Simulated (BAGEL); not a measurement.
**Al2H4Se (SMILES [AlH2][AlH][SeH]) at HF/3-21G (density fitting with qzvpp-jkfit)**

Aim: the vertical ionisation energy of Al2H4Se at HF/3-21G (density fitting with qzvpp-jkfit), from 2 runs. 

Program for the calculation: BAGEL 1.2.2.

1 further run of the same task is left out (set aside as unsound or not needed).

**1. The molecule**

Al2H4Se: 7 atoms, total charge 0, spin state singlet. SMILES: `[AlH2][AlH][SeH]`. Geometry: relaxed at PBE0-D4/def2-TZVP. This is one conformer, not always the lowest.

Bond lengths: Al1–Al2 2.584 Å, Al2–Se3 2.331 Å, Al1–H4 1.593 Å, Al1–H5 1.593 Å, Al2–H6 1.591 Å, Se3–H7 1.469 Å. Angles: Al1–Al2–Se3 117.0°, Al1–Al2–H6 127.9°, Se3–Al2–H6 115.1°, Al2–Al1–H4 121.5°, Al2–Al1–H5 121.4°, Al2–Se3–H7 93.6°, H4–Al1–H5 117.1°.

**2. The energy at HF/3-21G (density fitting with qzvpp-jkfit)**

input.json reads:

```json
{ "bagel": [

{
  "title": "molecule",
  "basis": "3-21g",
  "df_basis": "qzvpp-jkfit",
  "angstrom": true,
  "geometry": [
    { "atom": "Al", "xyz": [   -1.578100,    0.539600,   -0.900300 ] },
    { "atom": "Al", "xyz": [    0.683400,    0.231600,    0.310300 ] },
    { "atom": "Se", "xyz": [    1.280700,   -1.943000,    0.899300 ] },
    { "atom": "H", "xyz": [   -1.688000,    0.476100,   -2.487900 ] },
    { "atom": "H", "xyz": [   -2.924300,    0.803000,   -0.090900 ] },
    { "atom": "H", "xyz": [    1.737000,    1.353100,    0.713600 ] },
    { "atom": "H", "xyz": [    2.550600,   -1.528300,    1.510400 ] }
  ]
},
{
  "title": "hf"
},
{
  "title": "print",
  "file": "orbitals.molden",
  "orbitals": true
}

]}
```

Run with:

```console
BAGEL_NUM_THREADS=1 BAGEL input.json > input.out
```

What it wrote:

```text
* using 1 threads per process

  ===============================================================
  ===============================================================

  *** Geometry ***

  { "atom" : "Al", "xyz" : [     -2.982177,      1.019696,     -1.701320 ] },
  { "atom" : "Al", "xyz" : [      1.291439,      0.437661,      0.586382 ] },
  { "atom" : "Se", "xyz" : [      2.420172,     -3.671738,      1.699431 ] },
  { "atom" : "H", "xyz" : [     -3.189858,      0.899699,     -4.701450 ] },
  { "atom" : "H", "xyz" : [     -5.526126,      1.517450,     -0.171776 ] },
  { "atom" : "H", "xyz" : [      3.282454,      2.556988,      1.348509 ] },
  { "atom" : "H", "xyz" : [      4.819935,     -2.888068,      2.854242 ] },

  Number of auxiliary basis functions:      594

  Since a DF basis is specified, we compute 2- and 3-index integrals:
    o Being stored without compression. Storage requirement is 0.015 GB

  Number of basis functions:       56
  Number of electrons      :       64

    * METHOD: MOLECULE                             0.30

  *** RHF ***

  === Nuclear Repulsion ===
   238.4765789126

      * DIIS with orbital gradients will be used.

  === RHF iteration (3-21g) ===
      0      -2871.93251516          0.00706892           0.07
      1      -2871.96833674          0.00185237           0.07
      2      -2871.97140251          0.00052076           0.07
      3      -2871.97165125          0.00008483           0.07
      4      -2871.97165931          0.00001820           0.07
      5      -2871.97165979          0.00000422           0.07
      6      -2871.97165982          0.00000111           0.07
      7      -2871.97165982          0.00000024           0.07
      8      -2871.97165982          0.00000008           0.07
      9      -2871.97165982          0.00000002           0.07
     10      -2871.97165982          0.00000000           0.07
    * SCF iteration converged.

    * Permanent dipole moment:
           (   -0.031938,    -0.700524,     0.073420) a.u.

    * METHOD: HF                                   0.97

    * METHOD: PRINT                                0.01

  ===============================================================
```

Wall time 1.4 s (1 thread of Arm Neoverse V1, shared host); peak memory 0.11 GiB.

**3. The doublet cation at the same level**

input.json reads:

```json
{ "bagel" : [

{
  "title" : "molecule",
  "basis" : "3-21g",
  "df_basis" : "qzvpp-jkfit",
  "angstrom" : "true",
  "geometry" : [
    { "atom" : "Al", "xyz" : [   -1.578100,    0.539600,   -0.900300 ] },
    { "atom" : "Al", "xyz" : [    0.683400,    0.231600,    0.310300 ] },
    { "atom" : "Se", "xyz" : [    1.280700,   -1.943000,    0.899300 ] },
    { "atom" : "H", "xyz" : [   -1.688000,    0.476100,   -2.487900 ] },
    { "atom" : "H", "xyz" : [   -2.924300,    0.803000,   -0.090900 ] },
    { "atom" : "H", "xyz" : [    1.737000,    1.353100,    0.713600 ] },
    { "atom" : "H", "xyz" : [    2.550600,   -1.528300,    1.510400 ] }
  ]
},
{
  "title" : "uhf",
  "charge" : 1,
  "nopen" : 1
},
{
  "title" : "print",
  "file" : "orbitals.molden",
  "orbitals" : "true"
}

]}
```

Run with:

```console
BAGEL_NUM_THREADS=1 BAGEL input.json > input.out
```

What it wrote:

```text
* using 1 threads per process

  ===============================================================
  ===============================================================

  *** Geometry ***

  { "atom" : "Al", "xyz" : [     -2.982177,      1.019696,     -1.701320 ] },
  { "atom" : "Al", "xyz" : [      1.291439,      0.437661,      0.586382 ] },
  { "atom" : "Se", "xyz" : [      2.420172,     -3.671738,      1.699431 ] },
  { "atom" : "H", "xyz" : [     -3.189858,      0.899699,     -4.701450 ] },
  { "atom" : "H", "xyz" : [     -5.526126,      1.517450,     -0.171776 ] },
  { "atom" : "H", "xyz" : [      3.282454,      2.556988,      1.348509 ] },
  { "atom" : "H", "xyz" : [      4.819935,     -2.888068,      2.854242 ] },

  Number of auxiliary basis functions:      594

  Since a DF basis is specified, we compute 2- and 3-index integrals:
    o Being stored without compression. Storage requirement is 0.015 GB

  Number of basis functions:       56
  Number of electrons      :       64

    * METHOD: MOLECULE                             0.29

  *** Open-shell HF ***

  === Nuclear Repulsion ===
   238.4765789126

      * DIIS with orbital gradients will be used.

  === UHF iteration (3-21g) ===
      0      -2871.58556411          0.01510315           0.14
      1      -2871.64361259          0.00496792           0.13
      2      -2871.64889701          0.00177886           0.14
      3      -2871.64971264          0.00081803           0.14
      4      -2871.64991962          0.00022232           0.14
      5      -2871.64994345          0.00006066           0.14
      6      -2871.64994808          0.00002930           0.14
      7      -2871.64995019          0.00001454           0.14
      8      -2871.64995099          0.00000368           0.14
      9      -2871.64995105          0.00000154           0.14
     10      -2871.64995106          0.00000116           0.14
     11      -2871.64995106          0.00000100           0.14
     12      -2871.64995107          0.00000069           0.14
     13      -2871.64995107          0.00000037           0.14
     14      -2871.64995107          0.00000023           0.14
     15      -2871.64995107          0.00000012           0.14
     16      -2871.64995107          0.00000005           0.14
     17      -2871.64995107          0.00000002           0.14
     18      -2871.64995107          0.00000001           0.14
    * SCF iteration converged.

    * S^2 (UHF) is 0.7603

    * Permanent dipole moment:
           (    1.398206,    -2.410186,     1.034383) a.u.

    * METHOD: UHF                                  2.78

    * METHOD: PRINT                                0.01

  ===============================================================
```

Run time: 3.3 s. Hardware: 1 thread of Arm Neoverse V1, shared host; peak memory 0.11 GiB.

**4. Outcome**

Level: HF/3-21G (density fitting with qzvpp-jkfit).

```
                                          quantity           value
                     singlet Al2H4Se: total energy  -2871.97166 Eh
                    singlet Al2H4Se: dipole moment          1.79 D
                      singlet Al2H4Se: HOMO energy        -9.47 eV
                      singlet Al2H4Se: LUMO energy         0.32 eV
                    singlet Al2H4Se: HOMO–LUMO gap         9.79 eV
                      doublet cation: total energy  -2871.64995 Eh
                              doublet cation: ⟨S²⟩           0.760
vertical ionisation energy (to the doublet cation)        8.754 eV
```

**Reading.** Removing an electron at fixed nuclei costs 8.75 eV (202 kcal/mol). The negative HOMO energy of the first species, 9.47 eV, lies 0.72 eV above that difference.
